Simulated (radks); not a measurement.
**Ionisation of Rb³¹⁺: one atom, several choices of functional**

How much does the choice of functional matter for taking an electron from Rb³¹⁺? Both Rb³¹⁺ ([He] 2s2 2p2) and Rb³²⁺ ([He] 2s2 2p1) are run for each choice.

Program: radks (a radial shooting solver on a logarithmic mesh, Libxc functionals) version 1. Level of theory: scalar-relativistic Kohn-Sham, spin-polarised, spherical densities, finite nucleus; open shells are filled with parallel spins first. These are calculated values, not measurements, unless marked.

### Step 1. The atom as given

| Quantity | Value |
| --- | --- |
| element | rubidium (Z = 37) |
| charge | +31 |
| electrons | 6 |
| configuration | [He] 2s2 2p2 |
| ion | Rb³²⁺, [He] 2s2 2p1 |
| choices | SCAN; exchange-only PBE; HCTH/407; MS2 meta-GGA; RPBE; SOGGA; exchange-only LDA |

Outer shells as boxes (Hund's rule):

Rb³¹⁺
```
[He] core
2s [↑↓]
2p [↑ ][↑ ][  ]
```

Rb³²⁺
```
[He] core
2s [↑↓]
2p [↑ ][  ][  ]
```

### Step 2. SCAN: Rb³¹⁺

Input:

```text
Z 37
configuration [He] 2s2 2p2
relativity scalar-relativistic
functional scan,scan
spin polarised
nucleus finite rms 4.2036 fm
c 137.035999084
```

### Step 3. SCAN: Rb³²⁺

Settings, as their differences from step 2:

```diff
@@ -1,3 +1,3 @@
 Z 37
-configuration [He] 2s2 2p2
+configuration [He] 2s2 2p1
 relativity scalar-relativistic
```

### Step 4. exchange-only PBE: Rb³¹⁺

Input:

```text
Z 37
configuration [He] 2s2 2p2
relativity scalar-relativistic
functional pbe,
spin polarised
nucleus finite rms 4.2036 fm
c 137.035999084
```

### Step 5. exchange-only PBE: Rb³²⁺

Settings, as their differences from step 4:

```diff
@@ -1,3 +1,3 @@
 Z 37
-configuration [He] 2s2 2p2
+configuration [He] 2s2 2p1
 relativity scalar-relativistic
```

### Step 6. HCTH/407: Rb³¹⁺

Input:

```text
Z 37
configuration [He] 2s2 2p2
relativity scalar-relativistic
functional hcth_407
spin polarised
nucleus finite rms 4.2036 fm
c 137.035999084
```

### Step 7. HCTH/407: Rb³²⁺

Settings, as their differences from step 6:

```diff
@@ -1,3 +1,3 @@
 Z 37
-configuration [He] 2s2 2p2
+configuration [He] 2s2 2p1
 relativity scalar-relativistic
```

### Step 8. MS2 meta-GGA: Rb³¹⁺

Input:

```text
Z 37
configuration [He] 2s2 2p2
relativity scalar-relativistic
functional ms2,regtpss
spin polarised
nucleus finite rms 4.2036 fm
c 137.035999084
```

### Step 9. MS2 meta-GGA: Rb³²⁺

Settings, as their differences from step 8:

```diff
@@ -1,3 +1,3 @@
 Z 37
-configuration [He] 2s2 2p2
+configuration [He] 2s2 2p1
 relativity scalar-relativistic
```

### Step 10. RPBE: Rb³¹⁺

Input:

```text
Z 37
configuration [He] 2s2 2p2
relativity scalar-relativistic
functional rpbe,pbe
spin polarised
nucleus finite rms 4.2036 fm
c 137.035999084
```

### Step 11. RPBE: Rb³²⁺

Settings, as their differences from step 10:

```diff
@@ -1,3 +1,3 @@
 Z 37
-configuration [He] 2s2 2p2
+configuration [He] 2s2 2p1
 relativity scalar-relativistic
```

### Step 12. SOGGA: Rb³¹⁺

Input:

```text
Z 37
configuration [He] 2s2 2p2
relativity scalar-relativistic
functional sogga,pbe
spin polarised
nucleus finite rms 4.2036 fm
c 137.035999084
```

### Step 13. SOGGA: Rb³²⁺

Settings, as their differences from step 12:

```diff
@@ -1,3 +1,3 @@
 Z 37
-configuration [He] 2s2 2p2
+configuration [He] 2s2 2p1
 relativity scalar-relativistic
```

### Step 14. exchange-only LDA: Rb³¹⁺

Input:

```text
Z 37
configuration [He] 2s2 2p2
relativity scalar-relativistic
functional lda,
spin polarised
nucleus finite rms 4.2036 fm
c 137.035999084
```

### Step 15. exchange-only LDA: Rb³²⁺

Settings, as their differences from step 14:

```diff
@@ -1,3 +1,3 @@
 Z 37
-configuration [He] 2s2 2p2
+configuration [He] 2s2 2p1
 relativity scalar-relativistic
```

**Question.** What will these runs give? Wanted: for each run, functional; E(Rb³¹⁺); Δ-SCF; −ε(HOMO); <r> HOMO; error.

The runs gave:

```tsv
functional	E(Rb³¹⁺) (hartree)	Δ-SCF (eV)	−ε(HOMO) (eV)	<r> HOMO (bohr)	error (eV)
SCAN	-1970.70890	3797.4	3723.6	0.1440	-17.63
exchange-only PBE	-1970.30672	3792.2	3715.8	0.1440	-22.81
HCTH/407	-1970.22641	3798.6	3723.4	0.1438	-16.41
MS2 meta-GGA	-1970.83938	3793.5	3718.5	0.1441	-21.47
RPBE	-1970.89878	3793.1	3716.9	0.1440	-21.92
SOGGA	-1968.99429	3791.5	3715.2	0.1440	-23.54
exchange-only LDA	-1966.44567	3788.3	3711.9	0.1440	-26.73
```

The NIST Atomic Spectra Database lists 3815 eV (semi-empirical). The smallest miss is that of HCTH/407 (-16.41 eV), the largest that of exchange-only LDA (-26.73 eV). The ionisation energies span 10.33 eV, the total energies of Rb³¹⁺ 121 eV: most of the change in the total cancels in the difference. Open shells are spherical and high-spin; term and fine-structure splittings are not resolved.
